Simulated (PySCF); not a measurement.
**Sb (quartet): changing the method**

Aim: see what other levels and later steps give for Sb (quartet).

Method: each script names its method and basis; program: PySCF 2.14.0.

5 further runs of the same task are left out: 2 for a known fault of the program, 3 that didn't finish.

### 1 The atom

Sb (quartet): 1 atom, charge 0, spin multiplicity 4.

### 2 The base run

File input.py:

```python
from pyscf import gto, scf, mp

mol = gto.M(
    atom='Sb 0 0 0',
    basis='lanl2dz',
    ecp={'Sb': 'lanl2dz'},
    charge=0,
    spin=3,
    verbose=4,
)
mf = scf.UHF(mol)
mf.kernel()
mp.MP2(mf).kernel()
mf.dip_moment()
print('orbital energies (hartree):', [e[max(0, n-3):n+3].round(4) for e, n in zip(mf.mo_energy, mol.nelec)])
```

Launch:

```console
> OMP_NUM_THREADS=1 python input.py
```

### 3 NEVPT2 (ROHF)

Variant 1 changes step after the SCF: mp2 → nevpt2; SCF type: UHF → ROHF; active space: none → 5 electrons in 6 orbitals.

File input.py:

```python
from pyscf import gto, scf, mcscf, mrpt

mol = gto.M(
    atom='Sb 0 0 0',
    basis='lanl2dz',
    ecp={'Sb': 'lanl2dz'},
    charge=0,
    spin=3,
    verbose=4,
)
mf = scf.ROHF(mol)
mf.kernel()
mc = mcscf.CASSCF(mf, 6, 5)
mc.kernel()
mc.analyze()
mrpt.NEVPT(mc).kernel()
mf.dip_moment()
print('orbital energies (hartree):', mf.mo_energy[..., max(0, mol.nelec[1]-3):mol.nelec[0]+3].round(4))
```

### 4 RHF

Variant 2 changes SCF type: UHF → RHF.

File input.py:

```python
from pyscf import gto, scf, mp

mol = gto.M(
    atom='Sb 0 0 0',
    basis='lanl2dz',
    ecp={'Sb': 'lanl2dz'},
    charge=0,
    spin=3,
    verbose=4,
)
mf = scf.RHF(mol)
mf.kernel()
mp.MP2(mf).kernel()
mf.dip_moment()
print('orbital energies (hartree):', mf.mo_energy[..., max(0, mol.nelec[1]-3):mol.nelec[0]+3].round(4))
```

### 5 SCF alone

Variant 3 changes step after the SCF: mp2 → none.

Changes to input.py since step 2:

```diff
@@ -1,2 +1,2 @@
-from pyscf import gto, scf, mp
+from pyscf import gto, scf
 
@@ -12,3 +12,2 @@
 mf.kernel()
-mp.MP2(mf).kernel()
 mf.dip_moment()
```

### 6 Polarisability

Variant 4 changes step after the SCF: mp2 → polarizability.

Changes to input.py since step 2:

```diff
@@ -1,2 +1,3 @@
-from pyscf import gto, scf, mp
+from pyscf import gto, scf
+from pyscf.prop.polarizability import uhf as pol
 
@@ -12,3 +13,4 @@
 mf.kernel()
-mp.MP2(mf).kernel()
+print('polarizability (a.u.)')
+print(pol.Polarizability(mf).polarizability().round(4))
 mf.dip_moment()
```

### 7 B3lyp5 (UKS)

Variant 5 changes functional: none (Hartree–Fock) → b3lyp5; SCF type: UHF → UKS; step after the SCF: mp2 → analyze.

Changes to input.py since step 2:

```diff
@@ -1,2 +1,2 @@
-from pyscf import gto, scf, mp
+from pyscf import gto, dft
 
@@ -10,5 +10,5 @@
 )
-mf = scf.UHF(mol)
+mf = dft.UKS(mol, xc='b3lyp5')
 mf.kernel()
-mp.MP2(mf).kernel()
+mf.mulliken_pop()
 mf.dip_moment()
```

Before running it: what results should come out? Wanted: for each run, E(SCF); from base; gap, α spin; after the SCF.

The runs gave:

| run | E(SCF) (hartree) | from base (eV) | cycles | gap, α spin (eV) | after the SCF |
| --- | --- | --- | --- | --- | --- |
| base | -5.259957 | 0 | 5 | 20.10 | MP2 correlation -0.116 eV |
| NEVPT2 (ROHF) | -5.259946 | +0.0003 | 5 | n/a | NEVPT2 correlation -0.148 eV (from the SCF energy, the CASSCF gain included) |
| RHF | -5.259946 | +0.0003 | 5 | n/a | MP2 correlation -0.119 eV |
| SCF alone | -5.259957 | 0.0000 | 5 | 20.10 | n/a |
| polarisability | -5.259957 | 0.0000 | 5 | 20.10 | n/a |
| b3lyp5 (UKS) | -5.349599 | not comparable | 4 | 13.87 | n/a |

A lower total energy from another functional means nothing by itself.
